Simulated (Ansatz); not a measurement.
# [Ni(SH)4]2- (NiH₄S₄ (-2)): ligand-field states

How do the states of [Ni(SH)4]2- (NiH₄S₄ (-2)) fall when 8 electrons are spread over 5 orbitals (Ni 3d)? CASSCF averages over the states asked for, and NEVPT2 adds dynamic correlation.

Method: CASSCF and SC-NEVPT2 in def2-SVP; program: Ansatz 0.2.0, Gaussian basis.

## 1. The relaxed structure

The triplet was relaxed beforehand with PBE0-D4/def2-SVPD.

9 atoms, charge -2, spin multiplicity 3.

Atoms are counted from 1 here; the program's logs count them from 0.

Bond lengths: Ni1–S2 2.364 Å, Ni1–S4 2.364 Å, Ni1–S6 2.399 Å, Ni1–S8 2.399 Å, S2–H3 1.353 Å, S4–H5 1.353 Å, S6–H7 1.353 Å, S8–H9 1.353 Å. Angles: S2–Ni1–S4 118.4°, S2–Ni1–S6 98.9°, S2–Ni1–S8 103.1°, S4–Ni1–S6 103.1°, S4–Ni1–S8 99.0°, S6–Ni1–S8 136.2°, Ni1–S2–H3 95.6°, Ni1–S4–H5 95.5°, Ni1–S6–H7 94.5°, Ni1–S8–H9 94.5°.

Formally the metal is d8. No spin-orbit coupling is included. The ion is computed in the gas phase, without counter-ions or solvent.

## 2. The run

States asked for, with equal weights: 10 triplets, 15 singlets.

Input file in.yaml:

```yaml
crystal:
  periodic: [false, false, false]
  atoms:
    - {symbol: Ni, position_ang: [-0.083866, -0.091906, 0.009684]}
    - {symbol: S, position_ang: [1.641930, -0.185498, -1.602661]}
    - {symbol: H, position_ang: [2.578045, -0.688268, -0.764289]}
    - {symbol: S, position_ang: [-0.174753, 1.780502, 1.450010]}
    - {symbol: H, position_ang: [-0.823650, 2.585259, 0.576600]}
    - {symbol: S, position_ang: [-1.947064, 0.261533, -1.459326]}
    - {symbol: H, position_ang: [-2.759362, 0.736170, -0.486431]}
    - {symbol: S, position_ang: [0.570106, -1.759084, 1.605612]}
    - {symbol: H, position_ang: [0.998625, -2.638697, 0.670791]}
basis:
  gaussian: {orbitals: def2-SVP}
total_charge: -2
magnetization: {spin_polarized: false, initial_magnetization: 2}
hamiltonian: {xc: hf}
correlation: {method: sc_nevpt2, active_space: {window: {electrons: 8, orbitals: 5}, shells: [{species: Ni, l: d, shell: 3}], states: [{multiplicity: 3, weights: [1, 1, 1, 1, 1, 1, 1, 1, 1, 1]}, {multiplicity: 1, weights: [1, 1, 1, 1, 1, 1, 1, 1, 1, 1, 1, 1, 1, 1, 1]}]}}
scf: {omitted_lower_state_checks: [starts]}
```

Run with:

```sh
> ansatz run in.yaml --threads 4 --pin off --events-out ev --progress --plain --max-ram 8704MiB
```

Q: Predict the results of all the runs planned. Wanted: lowest state, NEVPT2; lowest state, CASSCF; next triplet, CASSCF and NEVPT2; lowest singlet less lowest triplet, CASSCF and NEVPT2; span of the states asked for, NEVPT2.

The runs gave:

```
                                             quantity              value
                                 lowest state, NEVPT2   triplet, count 1
                                 lowest state, CASSCF            triplet
                      next triplet, CASSCF and NEVPT2     988, 1664 cm⁻¹
lowest singlet less lowest triplet, CASSCF and NEVPT2  16016, 14014 cm⁻¹
                 span of the states asked for, NEVPT2         57824 cm⁻¹
```

Both levels make a triplet the lowest. Dynamic correlation moves the lowest singlet by -2003 cm⁻¹, towards the lower spin, which has more electron pairs to correlate. The first excitation within the triplets goes from 988 to 1664 cm⁻¹. An active space of the metal shell alone leaves out covalency and charge transfer with the ligands.
